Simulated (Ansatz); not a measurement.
**Al2GeH2O6: molecular dynamics**

The plan is to see whether any ions leave their sites. Runs: 340 steps of 0.5 fs under a Langevin thermostat at 900 K; 390 steps of 0.5 fs under a Langevin thermostat at 1440 K. Host space group C2/c.

All numbers below are computed with Ansatz 0.2.0 (DFT PBEsol, plane waves, PAW, scalar-relativistic, no spin polarisation).

### Step 1. Starting point

The cell holds 22 atoms (Al4Ge2H4O12): a = 5.116 Å, b = 5.116 Å, c = 9.243 Å, α = 96.93°, β = 96.93°, γ = 114.73°.

The coordinates stand in the first input below.

### Step 2. Run 1

340 steps of 0.5 fs under a Langevin thermostat at 900 K.

Input file input.yaml:

```yaml
crystal:
  lattice:
    - [2.759225, -4.308686, 0.0]
    - [2.759225, 4.308686, 0.0]
    - [-2.067693, 0.0, 9.008746]
  atoms:
    - { symbol: Al, position: [0.291502, 0.557692, 0.085555] }
    - { symbol: Al, position: [0.442308, 0.708498, 0.414445] }
    - { symbol: Al, position: [0.708498, 0.442308, 0.914445] }
    - { symbol: Al, position: [0.557692, 0.291502, 0.585555] }
    - { symbol: Ge, position: [0.723982, 0.276018, 0.25] }
    - { symbol: Ge, position: [0.276018, 0.723982, 0.75] }
    - { symbol: H, position: [0.137894, 0.964629, 0.067613] }
    - { symbol: H, position: [0.035371, 0.862106, 0.432387] }
    - { symbol: H, position: [0.862106, 0.035371, 0.932387] }
    - { symbol: H, position: [0.964629, 0.137894, 0.567613] }
    - { symbol: O, position: [0.666239, 0.479294, 0.411008] }
    - { symbol: O, position: [0.520706, 0.333761, 0.088992] }
    - { symbol: O, position: [0.333761, 0.520706, 0.588992] }
    - { symbol: O, position: [0.479294, 0.666239, 0.911008] }
    - { symbol: O, position: [0.118791, 0.423872, 0.260521] }
    - { symbol: O, position: [0.576128, 0.881209, 0.239479] }
    - { symbol: O, position: [0.881209, 0.576128, 0.739479] }
    - { symbol: O, position: [0.423872, 0.118791, 0.760521] }
    - { symbol: O, position: [0.050107, 0.748224, 0.043569] }
    - { symbol: O, position: [0.251776, 0.949893, 0.456431] }
    - { symbol: O, position: [0.949893, 0.251776, 0.956431] }
    - { symbol: O, position: [0.748224, 0.050107, 0.543569] }
basis:
  ecutwfc: 420.0
kpoints:
  mp_grid: { grid: [2, 2, 1] }
hamiltonian:
  xc: pbesol
scf:
  occupations: { method: fermi_dirac, width: 0.05 }
  lower_state_search: "off"
md:
  timestep: 0.5
  n_steps: 340
  ensemble: nvt_langevin
  temperature: 900.0
  initial_velocities: maxwell_boltzmann
  seed: 66352
  friction: 0.05
```

The run is started by

```bash
> ansatz run input.yaml --threads 1 --pin off --max-ram 3072MiB --backend cpu --events-out ev --progress --plain --runs-dir out
```

Log (excerpt; [...] marks lines left out):

```text
Warning: md: disabling space-group detection — thermal motion breaks the input geometry's symmetry, so no spatial operation reduces the k-mesh or symmetrises the density; time reversal is kept, so that k and −k are solved as one point where they differ and the mesh holds both, and exact [...]
Warning: RAYON_NUM_THREADS=1 ignored (pool sized by the plan → 1); use --threads N
[...]
Pseudopotentials: kind: paw
Pseudopotential: Al, paw, valence charge 3, recommended cutoff 420 eV (normal), Al.paw.azcp
Pseudopotential: Ge, paw, valence charge 14, recommended cutoff 420 eV (normal), Ge.paw.azcp
Pseudopotential: H, paw, valence charge 1, recommended cutoff 420 eV (normal), H.paw.azcp
Pseudopotential: O, paw, valence charge 6, recommended cutoff 420 eV (normal), O.paw.azcp
Functional definition: PBEsol
[...]
Crystal: 22 atoms, lattice volume = 214.203 Å³
Basis set: ecut = 420 eV, 4231 PW (Γ), exchange–correlation on 72×72×128 points (8 copies of the dense FFT grid, shifted against one another)
Bands: 80, of which v1, the nominal top of the filled ones, is band 58 counted from 1 (57 counted from 0)
Symmetry: 1 space group operations
k-points: 4
[...]
SCF iter   1: F=—  HF=-17414.364377 eV  |F-HF|=—  |Δ(HF+E_count)|=         —  Δρ=1.29e-2  dr2=2.72e-1  ethr=1.77e-3  ⟨swp⟩=6.2  Hψ=1394  notcnv=0  defer=20
[...]
md step     0: t =     0.00 fs  T =   859.1 K  F+E_penalty+E_count = -17414.27815964 eV  E_kin = 2.443014 eV  (9 SCF iters)
[...]
md step     3: t =     1.50 fs  T =   707.0 K  F+E_penalty+E_count = -17414.21914991 eV  E_kin = 2.010540 eV  (8 SCF iters)
[...]
md step     6: t =     3.00 fs  T =   737.7 K  F+E_penalty+E_count = -17414.10871941 eV  E_kin = 2.097826 eV  (6 SCF iters)
[...]
md step     9: t =     4.50 fs  T =   734.8 K  F+E_penalty+E_count = -17413.94463013 eV  E_kin = 2.089580 eV  (6 SCF iters)
[...]
md step    11: t =     5.50 fs  T =   682.9 K  F+E_penalty+E_count = -17413.77832777 eV  E_kin = 1.942053 eV  (6 SCF iters)
md step    12: t =     6.00 fs  T =   661.2 K  F+E_penalty+E_count = -17413.68828944 eV  E_kin = 1.880361 eV  (6 SCF iters)
```

### Step 3. The output, continued: dynamics from the start

Output, continued (excerpt; [...] marks lines left out):

```text
md step    13: t =     6.50 fs  T =   665.4 K  F+E_penalty+E_count = -17413.60394552 eV  E_kin = 1.892339 eV  (7 SCF iters)
[...]
md step    29: t =    14.50 fs  T =   510.9 K  F+E_penalty+E_count = -17412.89606326 eV  E_kin = 1.452944 eV  (6 SCF iters)
[...]
md step    45: t =    22.50 fs  T =   647.7 K  F+E_penalty+E_count = -17412.37072326 eV  E_kin = 1.841847 eV  (7 SCF iters)
[...]
md step    61: t =    30.50 fs  T =   721.2 K  F+E_penalty+E_count = -17412.20247106 eV  E_kin = 2.050970 eV  (6 SCF iters)
[...]
md step    76: t =    38.00 fs  T =   663.8 K  F+E_penalty+E_count = -17412.14028895 eV  E_kin = 1.887558 eV  (7 SCF iters)
[...]
md step   340: t =   170.00 fs  T =   813.2 K  F+E_penalty+E_count = -17412.80836123 eV  E_kin = 2.312543 eV  (8 SCF iters)
SCF converged after 8 iterations
Free energy (F): -17412.808361 eV
[...]
E sigma→0 (E₀):  -17412.808361 eV
Fermi energy:    6.178616 eV
[...]
--- Forces (eV/Å), atoms counted from 1 ---
  atom   1  Al    -1.73712975    -0.17732797     0.67227331
  atom   2  Al     0.67151131    -2.08886855    -0.13826834
  atom   3  Al     1.87909344     0.18003481     1.31275220
  atom   4  Al    -0.28314318    -0.83115563    -0.50675009
  atom   5  Ge    -0.27501390     0.21684148     1.56840920
  atom   6  Ge     0.52439938    -1.26360982    -1.73996244
  atom   7  H     -2.08073186    -0.48129906    -0.12741881
  atom   8  H      0.04363436     0.67129407     0.30988112
[...]
--- MD trajectory: 340 steps, t = 0.0 → 170.0 fs ---
  final state: T = 813.2 K   F+E_penalty+E_count = -17412.80836123 eV   E_kin = 2.312543 eV
```

Wall time 20 min (1 thread of Arm Neoverse V1, shared host); peak memory 0.51 GiB.

### Step 4. Frames and traces

The trajectory, every 18 steps (energies from step 0); msd is the mean square displacement from the start, the centre of mass held:

```
time (fs)  T (K)  potential energy change (meV/atom)  msd H (Å²)  msd O (Å²)  msd Al (Å²)  msd Ge (Å²)
      0.0    859                                 0.0       0.000       0.000        0.000        0.000
      9.0    528                                41.7       0.048       0.007        0.004        0.003
     18.0    713                                70.2       0.084       0.015        0.007        0.007
     27.0    653                                97.4       0.100       0.018        0.015        0.008
     36.0    767                               100.1       0.136       0.019        0.021        0.008
     45.0    765                                74.8       0.208       0.018        0.014        0.008
     54.0    641                                95.5       0.262       0.024        0.013        0.006
     63.0    715                                92.0       0.155       0.027        0.015        0.002
     72.0    690                                82.0       0.114       0.028        0.019        0.001
     81.0    779                                74.8       0.225       0.029        0.016        0.001
     90.0    851                                68.0       0.376       0.028        0.011        0.004
     99.0   1082                                59.0       0.402       0.031        0.011        0.008
    108.0    618                                76.1       0.512       0.036        0.017        0.012
    117.0    733                                87.1       0.765       0.034        0.016        0.015
    126.0    764                                86.9       0.739       0.032        0.020        0.017
    135.0    685                                80.0       0.399       0.035        0.018        0.012
    144.0    771                                62.5       0.267       0.030        0.015        0.008
    153.0    622                                68.9       0.195       0.028        0.017        0.006
    162.0    742                                81.3       0.231       0.027        0.026        0.005
    170.0    813                                66.8       0.210       0.030        0.027        0.004
```

time (fs), T (K) and a bar:
```
      0.0        859 #################
      7.5        572 ##
     15.0        534 
     22.0        655 ######
     29.5        746 ###########
     37.0        724 ##########
     44.5        772 ############
     51.5        757 ############
     59.0       1047 ###########################
     66.5        665 #######
     74.0        801 ##############
     81.5        795 ##############
     88.5        995 ########################
     96.0       1114 ##############################
    103.5        701 #########
    111.0        682 ########
    118.5        842 ################
    125.5        767 ############
    133.0        858 #################
    140.5        589 ###
    148.0        726 ##########
    155.0        907 ###################
    162.5        720 ##########
    170.0        813 ##############
```

### Step 5. Frames from the trajectory

Positions (Å) and forces (eV/Å):

```xyz
22
Lattice="2.759 -4.309 0.000 2.759 4.309 0.000 -2.068 0.000 9.009" Properties=species:S:1:pos:R:3:forces:R:3 pbc="T T T" time_fs=34.0 T=774 dE=2.2590
Al    2.051    0.992    0.692    0.821    1.571    0.960
Al    2.334    1.176    3.660    0.612    0.625    1.289
Al    1.253   -1.033    8.373    1.247   -3.053   -3.159
Al    1.155   -1.097    5.266   -1.658   -1.513   -0.192
Ge    2.252   -1.912    2.248    0.903   -0.647   -0.750
Ge    1.116    1.928    6.859    0.047    0.357   -2.707
H     2.903    3.346    0.778   -0.772    0.163   -0.420
H     1.439    3.497    4.264    1.478   -0.571   -0.172
H     0.771   -3.673    8.371    0.300    0.812   -0.092
H     2.093   -3.422    4.796   -1.910    0.836    0.476
O     2.305   -0.814    3.650    0.068    0.548   -0.247
O     2.104   -0.937    0.601   -0.958    0.856    3.664
O     1.039    0.766    5.286    0.836    0.996    0.552
O     1.209    0.748    8.162   -0.261    0.362    1.218
O     0.890    1.193    2.247    0.844    0.810    0.838
O     3.629    1.351    2.209   -2.180   -0.563   -0.703
O     2.277   -1.440    6.626    2.950    0.033    1.643
O    -0.082   -1.503    6.895   -1.218    0.278    0.283
O     2.040    2.977    0.463    1.180   -0.227    0.164
O     2.355    3.058    4.165   -1.371   -0.602   -0.358
O     1.419   -2.978    8.639   -1.947   -0.923   -0.991
O     1.116   -3.047    4.924    0.990   -0.146   -1.294
22
Lattice="2.759 -4.309 0.000 2.759 4.309 0.000 -2.068 0.000 9.009" Properties=species:S:1:pos:R:3:forces:R:3 pbc="T T T" time_fs=68.0 T=712 dE=1.7207
Al    2.210    1.110    0.747   -0.940   -0.461    0.046
Al    2.395    1.161    3.734   -0.440   -0.264    0.827
Al    1.424   -1.258    8.125   -2.784    1.272   -0.258
Al    1.030   -1.098    5.234    0.553   -0.783    0.499
Ge    2.220   -1.973    2.254    0.504    0.758    0.507
Ge    1.149    1.909    6.771    1.055    1.529    1.443
H     2.617    3.581    0.749    0.507    0.249    0.313
H     1.306    3.264    4.191    0.832    0.011    0.134
H     0.751   -3.735    8.356    0.196    0.859   -0.288
H     1.894   -3.590    4.854    1.629   -0.848    0.136
O     2.191   -0.783    3.700    0.308   -0.179    0.163
O     1.974   -0.845    0.929    1.288    0.767   -0.887
O     1.322    0.957    5.374   -0.743   -3.108   -1.788
O     1.202    0.800    8.216    0.355   -0.813   -0.154
O     1.025    1.365    2.252   -1.397    0.741    0.878
O     3.457    1.380    2.280    0.846   -0.206   -1.715
O     2.306   -1.535    6.587    2.306    0.683   -0.024
O    -0.079   -1.316    6.845   -1.091   -0.317    0.199
O     2.122    2.928    0.242    0.238    0.376    0.210
O     2.267    2.971    4.240   -0.775    0.692   -0.935
O     1.327   -2.960    8.531    0.080   -2.291    1.424
O     1.165   -3.005    4.859   -2.526    1.334   -0.730
22
Lattice="2.759 -4.309 0.000 2.759 4.309 0.000 -2.068 0.000 9.009" Properties=species:S:1:pos:R:3:forces:R:3 pbc="T T T" time_fs=102.0 T=932 dE=1.2847
Al    2.248    1.166    0.764    0.819   -0.195    0.014
Al    2.328    1.240    3.787    0.049   -1.955   -0.349
Al    1.304   -1.256    8.257    1.282    0.310   -0.110
Al    1.010   -1.139    5.307    2.670   -0.488    0.320
Ge    2.298   -1.888    2.325   -0.325    0.026   -0.419
Ge    1.288    1.813    6.795   -0.776   -0.978    0.238
H     3.092    3.532    0.520   -1.496   -0.944   -0.349
H     1.905    3.581    3.639    0.303   -0.075    0.467
H     1.662   -3.864    7.884   -0.461    0.730   -0.040
H     1.717   -3.605    5.168    0.974   -1.088    0.633
O     2.076   -0.681    3.615    0.751   -0.821    0.072
O     2.334   -0.864    0.825   -0.227   -0.002    0.144
O     1.195    0.661    5.354    0.373    1.791    0.726
O     1.243    0.605    8.203    0.147    1.531   -0.871
O     1.113    1.476    2.454   -1.687    0.555   -1.278
O     3.588    1.382    2.111    0.438    0.026    0.780
O     2.686   -1.406    6.580   -1.852    0.067    0.222
O    -0.119   -1.298    6.907    0.938   -0.803    0.109
O     2.278    2.947    0.342    0.395    0.504   -0.252
O     2.344    2.988    4.289   -1.807    0.512   -1.119
O     1.445   -3.102    8.480    0.367   -0.450    1.195
O     1.090   -3.003    4.808   -0.874    1.746   -0.133
22
Lattice="2.759 -4.309 0.000 2.759 4.309 0.000 -2.068 0.000 9.009" Properties=species:S:1:pos:R:3:forces:R:3 pbc="T T T" time_fs=136.0 T=713 dE=1.7310
Al    2.246    1.104    0.779    0.082   -0.781    0.217
Al    2.241    1.175    3.822    1.268    1.069   -0.729
Al    1.394   -1.299    8.356   -0.858    1.179   -1.612
Al    1.337   -1.233    5.309   -1.064    0.119   -0.842
Ge    2.308   -1.973    2.241   -1.453    1.498    0.628
Ge    1.399    1.780    6.821   -2.425    0.688   -1.052
H     2.346    3.605    0.904    0.348    0.201    0.286
H     2.062    3.779    3.631   -0.343    0.865   -0.439
H     0.713   -3.566    8.132    2.040    0.924    2.122
H     1.373   -3.803    5.566   -0.039    0.515   -0.695
O     2.186   -0.631    3.636    0.280   -3.390   -0.552
O     2.425   -0.875    0.828   -0.753    0.658    0.901
O     1.188    0.795    5.254    0.300    0.258    2.490
O     1.064    0.639    8.151    1.322    0.386   -0.099
O     1.029    1.418    2.329    0.933   -0.330    0.526
O     3.627    1.175    2.190    0.419    1.413   -0.388
O     2.533   -1.397    6.728    1.284   -0.634   -0.361
O     0.033   -1.467    7.009   -0.318   -0.524   -0.844
O     2.277    2.911    0.233    0.613    0.113    0.862
O     2.391    3.077    4.182    1.001   -2.540    1.346
O     1.325   -3.021    8.793   -2.035   -2.603   -1.850
O     1.165   -3.106    4.895   -0.602    0.914    0.087
22
Lattice="2.759 -4.309 0.000 2.759 4.309 0.000 -2.068 0.000 9.009" Properties=species:S:1:pos:R:3:forces:R:3 pbc="T T T" time_fs=170.0 T=813 dE=1.4698
Al    2.361    1.139    0.822   -1.737   -0.177    0.672
Al    2.401    1.235    3.858    0.671   -2.089   -0.138
Al    1.190   -1.242    8.233    1.879    0.180    1.313
Al    1.419   -1.168    5.296   -0.283   -0.831   -0.507
Ge    2.376   -1.956    2.248   -0.275    0.217    1.568
Ge    1.340    1.893    6.861    0.524   -1.264   -1.740
H     3.134    3.322    0.593   -2.081   -0.481   -0.127
H     2.261    3.381    3.510    0.044    0.671    0.310
H     0.407   -3.464    8.831   -0.612   -0.789   -0.200
H     2.020   -3.663    5.083   -0.658    0.571   -0.288
O     2.416   -0.877    3.760   -0.050    1.115   -1.071
O     2.203   -0.799    0.864   -0.011    0.310   -0.267
O     1.148    0.778    5.380    1.839    0.019    0.529
O     1.190    0.664    8.216    0.578    1.061   -0.131
O     1.135    1.431    2.443   -0.260   -0.351    0.249
O     3.604    1.346    2.164    1.161    0.292    0.173
O     2.709   -1.402    6.730   -1.455    0.818    0.380
O     0.143   -1.439    6.794   -1.490   -0.807    0.880
O     2.159    2.924    0.566    2.148    1.334   -1.214
O     2.549    2.940    4.332   -0.865    1.061   -0.836
O     1.210   -2.943    8.875    1.124    0.014   -0.005
O     1.331   -2.996    4.814   -0.192   -0.872    0.449
```

On run 1: Against a set 900 K the second half averages 797 K with a spread of 134 K (in equilibrium 22 atoms would scatter by about 157 K, over a far longer run). The atom that moves most swings out by 1.24 Å (the median distance to the nearest neighbour, bonds to H left out, is 1.90 Å), and none ends a neighbour distance from its start.

### Step 6. Run 2

390 steps of 0.5 fs under a Langevin thermostat at 1440 K, starting from the last frame of an earlier run, with new velocities.

Input file input.yaml:

```yaml
crystal:
  lattice:
    - [2.759225, -4.308686, 0.0]
    - [2.759225, 4.308686, 0.0]
    - [-2.067693, 0.0, 9.008746]
  atoms:
    - { symbol: Al, position: [0.32980949, 0.59419171, 0.09128121] }
    - { symbol: Al, position: [0.45232238, 0.738905, 0.42824735] }
    - { symbol: Al, position: [0.70218147, 0.41393383, 0.91389306] }
    - { symbol: Al, position: [0.61287706, 0.34179457, 0.58785111] }
    - { symbol: Ge, position: [0.75099673, 0.29707877, 0.24949486] }
    - { symbol: Ge, position: [0.3085559, 0.74780141, 0.76155734] }
    - { symbol: H, position: [0.2070536, 0.97802119, 0.06585893] }
    - { symbol: H, position: [0.16342926, 0.94806351, 0.38961736] }
    - { symbol: H, position: [0.84304301, 0.03906022, 0.98020915] }
    - { symbol: H, position: [1.00251431, 0.15245396, 0.56425178] }
    - { symbol: O, position: [0.69599838, 0.49239546, 0.41731578] }
    - { symbol: O, position: [0.52793234, 0.34241596, 0.09586562] }
    - { symbol: O, position: [0.34144946, 0.52197304, 0.59714274] }
    - { symbol: O, position: [0.48034122, 0.63452179, 0.91206071] }
    - { symbol: O, position: [0.14117932, 0.47325534, 0.27115215] }
    - { symbol: O, position: [0.58686961, 0.89932999, 0.24018715] }
    - { symbol: O, position: [0.93340956, 0.60804322, 0.74700487] }
    - { symbol: O, position: [0.47546762, 0.14144617, 0.75412976] }
    - { symbol: O, position: [0.07546524, 0.75398717, 0.06284229] }
    - { symbol: O, position: [0.3009805, 0.98329921, 0.48088368] }
    - { symbol: O, position: [0.92993181, 0.24695459, 0.98518573] }
    - { symbol: O, position: [0.78898914, 0.0937197, 0.53438744] }
basis:
  ecutwfc: 420.0
kpoints:
  mp_grid: { grid: [2, 2, 1] }
hamiltonian:
  xc: pbesol
scf:
  occupations: { method: fermi_dirac, width: 0.05 }
  lower_state_search: "off"
md:
  timestep: 0.5
  n_steps: 390
  ensemble: nvt_langevin
  temperature: 1440.0
  initial_velocities: maxwell_boltzmann
  seed: 229457
  friction: 0.01
```

The run is started by

```bash
> ansatz run input.yaml --threads 1 --pin off --max-ram 3072MiB --backend cpu --events-out ev --progress --plain --runs-dir out
```

Log (excerpt; [...] marks lines left out):

```text
Warning: md: disabling space-group detection — thermal motion breaks the input geometry's symmetry, so no spatial operation reduces the k-mesh or symmetrises the density; time reversal is kept, so that k and −k are solved as one point where they differ and the mesh holds both, and exact [...]
Warning: RAYON_NUM_THREADS=1 ignored (pool sized by the plan → 1); use --threads N
[...]
[... 6 set-up lines as earlier in the session ...]
[...]
Crystal: 22 atoms, lattice volume = 214.203 Å³
Basis set: ecut = 420 eV, 4231 PW (Γ), exchange–correlation on 72×72×128 points (8 copies of the dense FFT grid, shifted against one another)
Bands: 80, of which v1, the nominal top of the filled ones, is band 58 counted from 1 (57 counted from 0)
[... 1 set-up line as earlier in the session ...]
k-points: 4
[...]
SCF iter   1: F=—  HF=-17412.888101 eV  |F-HF|=—  |Δ(HF+E_count)|=         —  Δρ=1.29e-2  dr2=2.71e-1  ethr=1.77e-3  ⟨swp⟩=6.0  Hψ=1354  notcnv=0  defer=34
[...]
md step     0: t =     0.00 fs  T =  1374.5 K  F+E_penalty+E_count = -17412.80836128 eV  E_kin = 3.908822 eV  (10 SCF iters)
[...]
md step     3: t =     1.50 fs  T =  1282.0 K  F+E_penalty+E_count = -17412.63453150 eV  E_kin = 3.645725 eV  (8 SCF iters)
[...]
md step     6: t =     3.00 fs  T =  1222.1 K  F+E_penalty+E_count = -17412.69761372 eV  E_kin = 3.475399 eV  (6 SCF iters)
[...]
md step     9: t =     4.50 fs  T =  1184.1 K  F+E_penalty+E_count = -17412.65138327 eV  E_kin = 3.367264 eV  (6 SCF iters)
[...]
md step    12: t =     6.00 fs  T =  1135.3 K  F+E_penalty+E_count = -17412.38099153 eV  E_kin = 3.228595 eV  (6 SCF iters)
md step    13: t =     6.50 fs  T =  1157.8 K  F+E_penalty+E_count = -17412.35885748 eV  E_kin = 3.292379 eV  (6 SCF iters)
```

### Step 7. The output, continued: dynamics from the last frame of the run before

Output, continued (excerpt; [...] marks lines left out):

```text
md step    14: t =     7.00 fs  T =  1127.6 K  F+E_penalty+E_count = -17412.36221800 eV  E_kin = 3.206634 eV  (6 SCF iters)
[...]
md step    30: t =    15.00 fs  T =   899.5 K  F+E_penalty+E_count = -17411.82761195 eV  E_kin = 2.558012 eV  (8 SCF iters)
[...]
md step    46: t =    23.00 fs  T =   960.4 K  F+E_penalty+E_count = -17411.64084248 eV  E_kin = 2.731161 eV  (6 SCF iters)
[...]
md step    62: t =    31.00 fs  T =  1026.7 K  F+E_penalty+E_count = -17411.39173415 eV  E_kin = 2.919712 eV  (7 SCF iters)
[...]
md step    76: t =    38.00 fs  T =   842.2 K  F+E_penalty+E_count = -17410.67731439 eV  E_kin = 2.395067 eV  (7 SCF iters)
[...]
md step   390: t =   195.00 fs  T =  1147.9 K  F+E_penalty+E_count = -17411.05052768 eV  E_kin = 3.264429 eV  (8 SCF iters)
SCF converged after 8 iterations
Free energy (F): -17411.050528 eV
[...]
E sigma→0 (E₀):  -17411.050528 eV
Fermi energy:    6.377159 eV
[...]
--- Forces (eV/Å), atoms counted from 1 ---
  atom   1  Al     0.50877031    -1.91534543     0.78020544
  atom   2  Al     1.43622510    -0.57396057     0.78772762
  atom   3  Al    -2.04486806     1.15131073     0.99475390
  atom   4  Al    -0.05304678    -0.90836456    -1.43735563
  atom   5  Ge    -1.85211778     3.32372546    -1.29094110
  atom   6  Ge    -1.22316565     3.89299790    -2.07939462
  atom   7  H      1.12451142     0.51420737     0.83437327
  atom   8  H     -2.03369626     1.18340434    -1.39294286
[...]
--- MD trajectory: 390 steps, t = 0.0 → 195.0 fs ---
  final state: T = 1147.9 K   F+E_penalty+E_count = -17411.05052768 eV   E_kin = 3.264429 eV
```

It took 23 min on 1 thread of Arm Neoverse V1, shared host; peak memory 0.52 GiB.

[end of part 1 of 2]
